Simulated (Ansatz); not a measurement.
**BFGeH₄O: small, medium and large basis sets**

Aim: see how fast density functionals converge with the basis set for BFGeH₄O.

Program: Ansatz 0.2.0, Gaussian basis. Level of theory: one geometry, several basis sets. These are calculated values, not measurements.

Plan: PBE0-D4/def2-SVP; ωB97M-V/def2-SVP; PBE0-D4/def2-QZVPP; ωB97M-V/def2-QZVPP; the functionals' def2-TZVPP values are taken from earlier runs.

## Step 1: Structure used throughout

The geometry comes from an earlier relaxation with PBE0-D4 in a triple-zeta def2 set; it is a stationary point, not always the lowest conformer.

SMILES `O[B](F)[GeH3]`, 8 atoms, charge 0, spin multiplicity 1.

Atoms are counted from 1 here; the program's logs count them from 0.

Bond lengths: O1–B2 1.348 Å, O1–H5 0.959 Å, B2–F3 1.326 Å, B2–Ge4 2.083 Å, Ge4–H6 1.537 Å, Ge4–H7 1.542 Å, Ge4–H8 1.537 Å. Angles: B2–O1–H5 113.9°, O1–B2–F3 116.0°, O1–B2–Ge4 124.8°, F3–B2–Ge4 119.2°, B2–Ge4–H6 111.1°, B2–Ge4–H7 110.5°, B2–Ge4–H8 111.2°, H6–Ge4–H7 107.9°, H6–Ge4–H8 108.1°, H7–Ge4–H8 107.9°.

Geometry (Å):

```
O     1.7769    0.7083   -0.6305
B     1.0576   -0.1381    0.1329
F     1.7552   -0.9623    0.9032
Ge   -1.0232   -0.2256    0.1738
H     1.2428    1.2901   -1.1752
H    -1.5634    0.0830    1.5790
H    -1.6251    0.8052   -0.8025
H    -1.5285   -1.6175   -0.2366
```

## Step 2: PBE0-D4 in def2-SVP

The input, in.yaml:

```yaml
crystal:
  periodic: [false, false, false]
  atoms:
    - {symbol: O, position_ang: [1.776923, 0.708263, -0.630460]}
    - {symbol: B, position_ang: [1.057573, -0.138147, 0.132930]}
    - {symbol: F, position_ang: [1.755168, -0.962282, 0.903174]}
    - {symbol: Ge, position_ang: [-1.023162, -0.225570, 0.173810]}
    - {symbol: H, position_ang: [1.242803, 1.290053, -1.175228]}
    - {symbol: H, position_ang: [-1.563438, 0.082979, 1.579004]}
    - {symbol: H, position_ang: [-1.625134, 0.805152, -0.802461]}
    - {symbol: H, position_ang: [-1.528534, -1.617548, -0.236569]}
basis:
  gaussian: {orbitals: def2-SVP}
hamiltonian: {xc: pbe0, dispersion: d4}
output: {orbitals: {seedname: orbitals}}
```

The run is started by

```sh
$ ansatz run in.yaml --threads 2 --pin off --events-out ev --progress --plain --max-ram 4352MiB
```

The runs that follow: ωB97M-V in def2-SVP; PBE0-D4 in def2-QZVPP; ωB97M-V in def2-QZVPP.

**Question.** What will the summary of the whole plan be? Wanted: PBE0-D4: double and triple zeta above quadruple; ωB97M-V: double and triple zeta above quadruple.

The runs gave:

| quantity | value |
| --- | --- |
| PBE0-D4: double and triple zeta above quadruple | 15.26, 1.52 eV |
| ωB97M-V: double and triple zeta above quadruple | 15.34, 1.48 eV |

**Reading.** For PBE0-D4 the step from double to triple zeta gains 13.73 eV and the next only 1.52 eV. These are total energies; as a rule much of such shifts cancels in differences, which this series doesn't test.
